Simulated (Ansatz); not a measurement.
# PtAu2Se4: the cost of one run

Method: DFT PBE, scalar-relativistic, plane waves, PAW, unless a step names another level, in Ansatz 0.2.0.

7 further runs of the same task are left out: 7 set aside as unsound or not needed.

## Step 1: What the formula suggests

Pauling electronegativities: Pt 2.28, Au 2.54, Se 2.55 (spread 0.27). The formula balances with common oxidation states: Au +3, Pt +2, Se -2, a formal count that means little at so small a spread. Tabulated atomic sizes suggest about 23 Å³/atom. 25 candidates were drawn, by swapping species into database cells of other compounds, at random by space group and Wyckoff sites, or by hand, as the table says:

| name | made from | space group no. | Wyckoff sites | atoms (primitive cell) | V (Å³/atom) |
| --- | --- | --- | --- | --- | --- |
| c01 | random | 123 | Pt 1a; Se 4k; Au 1d, 1b | 7 | 28.7 |
| c02 | random | 191 | Pt 1a; Se 2d, 2e; Au 2c | 7 | 25.6 |
| c03 | random | 25 | Pt 1b; Se 2h, 2f; Au 2h | 7 | 28.9 |
| c04 | database cell of K2MgH4 | 139 | Pt 2a; Se 4e, 4c; Au 4e | 7 | 22.2 |
| c05 | random | 69 | Pt 4b; Se 16n; Au 8g | 7 | 29.6 |
| c06 | random | 187 | Pt 1a; Se 2g, 1b, 1e; Au 1d, 1f | 7 | 29.9 |
| c07 | database cell of CdIn2Se4 | 111 | Pt 1a; Se 4n; Au 2f | 7 | 26.5 |
| c08 | random | 187 | Pt 1a; Se 3k, 1d; Au 2i | 7 | 27.5 |
| c09 | random | 191 | Pt 1b; Se 3f, 1a; Au 2e | 7 | 29.3 |
| c10 | database cell of Cu2WS4 | 121 | Pt 2a; Se 8i; Au 4c | 7 | 27.3 |
| c11 | random | 69 | Pt 4a; Se 16j; Au 8c | 7 | 23.6 |
| c12 | database cell of Cu2WS4 | 111 | Pt 1a; Se 4n; Au 2e | 7 | 28.3 |
| c13 | random | 123 | Pt 1c; Se 2e, 2h; Au 2f | 7 | 28.4 |
| c14 | database cell of Tl2PdCl4 | 123 | Pt 1a; Se 4j; Au 2e | 7 | 27.4 |
| c15 | random | 12 | Pt 2d; Se 4g, 2b, 2a; Au 4i | 7 | 28.3 |
| c16 | database cell of MnCu2Cl4 | 38 | Pt 2a; Se 4d, 2b, 2b; Au 4e | 7 | 24.1 |
| c17 | random | 191 | Pt 1b; Se 4h; Au 2e | 7 | 25.1 |
| c18 | database cell of Ta2NiS4 | 164 | Pt 1b; Se 2d, 2d; Au 2c | 7 | 21.0 |
| c19 | random | 139 | Pt 2b; Se 8j; Au 4c | 7 | 26.7 |
| c20 | random | 156 | Pt 1a; Se 3d, 1c; Au 1b, 1b | 7 | 28.1 |
| c21 | random | 38 | Pt 2a; Se 4c, 4d; Au 4c | 7 | 26.2 |
| c22 | random | 10 | Pt 1g; Se 1a, 2j, 1h; Au 2k | 7 | 29.9 |
| c23 | random | 156 | Pt 1a; Se 3d, 1b; Au 1b, 1b | 7 | 27.9 |
| c24 | database cell of YTi2Ga4 | 139 | Pt 2a; Se 8h; Au 4d | 7 | 23.5 |
| c25 | random | 99 | Pt 1b; Se 1b, 2c, 1a; Au 2c | 7 | 24.0 |

## Step 2: Screening run of c08

Contents of input.yaml:

```yaml
crystal:
  lattice:
    - [5.39100347, 0.0, 0.0]
    - [-2.69550174, 4.66874596, 0.0]
    - [0.0, 0.0, 7.66025442]
  atoms:
    - { symbol: Pt, position: [0.33333333, 0.66666667, 0.0] }
    - { symbol: Se, position: [0.15189689, 0.84810311, 0.5] }
    - { symbol: Se, position: [0.15189689, 0.30379378, 0.5] }
    - { symbol: Se, position: [0.69620622, 0.84810311, 0.5] }
    - { symbol: Se, position: [0.66666667, 0.33333333, 0.5] }
    - { symbol: Au, position: [0.0, 0.0, 0.82222077] }
    - { symbol: Au, position: [0.0, 0.0, 0.17777923] }
basis:
  ecutwfc: 420
kpoints:
  mp_grid: { grid: [3, 3, 2] }
hamiltonian:
  xc: pbe
scf:
  occupations: { method: gaussian, width: 0.15 }
  lower_state_search: "off"
output:
  forces: true
  stress: true
  eigenvalues: true
relax:
  adjacent_minimum: "off"
  f_tol: 0.08
  max_steps: 16
  cell: { stress_tol: 0.8 }
```

Started as:

```
ansatz run input.yaml --threads 1 --pin off --max-ram 2560MiB --backend cpu --events-out ev --progress --plain --runs-dir out
```

What time and memory should one allow on 1 thread of Arm Neoverse V2, shared host?

About 73 s, with a peak of 0.47 GiB.
